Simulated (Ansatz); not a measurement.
A nudged elastic band was laid between two geometries of a periodic cell of 17 atoms, TiSi16 (host Si, host structure diamond, interstitial Ti).

The calculation used DFT PBE-D3(BJ), scalar-relativistic, plane waves, PAW (Ansatz). Settings: PAW set soft_1, cutoff 420 eV, k mesh 2x2x2, gaussian smearing 0.05 eV, no spin polarisation.

* movable images: 5
* climbing image: yes
* spring: 1.0 eV/Å²
* optimiser: quadratic models (default)
* start path: straight line
* force threshold: 0.05 eV/Å
* iteration limit: 47
* end points: relaxed

Image 0:

```xyz
17
Lattice="0.0000 5.4300 5.4300 5.4300 0.0000 5.4300 5.4300 5.4300 0.0000" Properties=species:S:1:pos:R:3
Si -0.046 -0.045 0.044
Si 1.355 1.357 1.393
Si 2.757 2.759 0.044
Si 4.071 4.071 1.356
Si 2.728 -0.017 2.699
Si 4.034 1.356 4.072
Si 5.383 2.758 2.670
Si 6.785 4.107 4.072
Si -0.019 2.730 2.699
Si 1.355 4.035 4.071
Si 2.758 5.383 2.669
Si 4.105 6.786 4.072
Si 2.728 2.729 5.445
Si 4.069 4.071 6.787
Si 5.411 5.412 5.446
Si 6.785 6.785 6.751
Ti 6.786 6.786 9.502
```

Image 6:

```xyz
17
Lattice="0.0000 5.4300 5.4300 5.4300 0.0000 5.4300 5.4300 5.4300 0.0000" Properties=species:S:1:pos:R:3
Si -0.002 -0.003 -0.003
Si 1.340 1.339 1.339
Si 2.713 2.713 0.034
Si 4.087 4.086 1.340
Si 2.713 0.034 2.713
Si 4.087 1.340 4.086
Si 5.393 2.715 2.715
Si 6.742 4.116 4.116
Si 0.035 2.712 2.712
Si 1.341 4.086 4.086
Si 2.716 5.393 2.714
Si 4.117 6.741 4.116
Si 2.716 2.714 5.392
Si 4.117 4.116 6.741
Si 5.431 5.430 5.430
Si 6.743 6.743 6.743
Ti 8.145 8.144 8.144
```

Q: What changes between the two ends?

A: Contacts lost: Si1–Ti17, Si2–Ti17, Si6–Ti17, Si10–Ti17. Contacts made: Si5–Ti17, Si9–Ti17, Si13–Ti17, Si14–Ti17. The atom that moves furthest is Ti17, by 2.35 Å; four of its nearest neighbours are Si1 2.43, Si7 2.43, Si3 2.43, Si11 2.43 Å at the first end and Si16 2.43, Si14 2.43, Si12 2.43, Si8 2.43 Å at the last.

Q: Give the energies along the band, and the barrier.

A: The run converged. The highest image is number 3 of 0 to 6, 1.71 eV above the ends, which have the same energy within 2 meV. By the program's own check the climbing image is a first-order saddle point (lowest curvatures found: -4.39 and 0.11 eV/Å²). Limits of this set-up: coarse k mesh, a small cell, in which the defect meets its images.

```
image  path coordinate (Å)  energy (eV)  Si1–Ti17 (Å)  Si2–Ti17 (Å)  Si6–Ti17 (Å)
    0                 0.00         0.00          2.43          2.75          2.75
    1                 0.54         0.13          2.41          2.84          2.84
    2                 1.08         1.03          2.68          3.12          3.12
    3                 1.62         1.71          3.19          3.51          3.51
    4                 2.16         1.02          3.77          3.94          3.94
    5                 2.70         0.12          4.31          4.33          4.33
    6                 3.24         0.00          4.70          4.50          4.50
```

Q: What is the geometry of the highest image?

A: 
```xyz
17
Lattice="0.0000 5.4300 5.4300 5.4300 0.0000 5.4300 5.4300 5.4300 0.0000" Properties=species:S:1:pos:R:3
Si 0.191 0.191 -0.194
Si 1.427 1.427 1.365
Si 2.824 2.824 0.127
Si 4.260 4.260 1.167
Si 2.642 0.007 2.785
Si 4.062 1.427 4.000
Si 5.300 2.824 2.603
Si 6.675 4.199 4.182
Si 0.007 2.642 2.785
Si 1.427 4.062 4.000
Si 2.824 5.300 2.603
Si 4.199 6.676 4.182
Si 2.642 2.642 5.420
Si 3.878 3.879 6.979
Si 5.239 5.240 5.618
Si 6.675 6.676 6.658
Ti 7.465 7.465 8.823
```

The band took 8 iterations and about 8 core-minutes.

Run time: 7.9 min on 1 thread of Arm Neoverse V1 (shared host), peak memory 0.88 GiB.
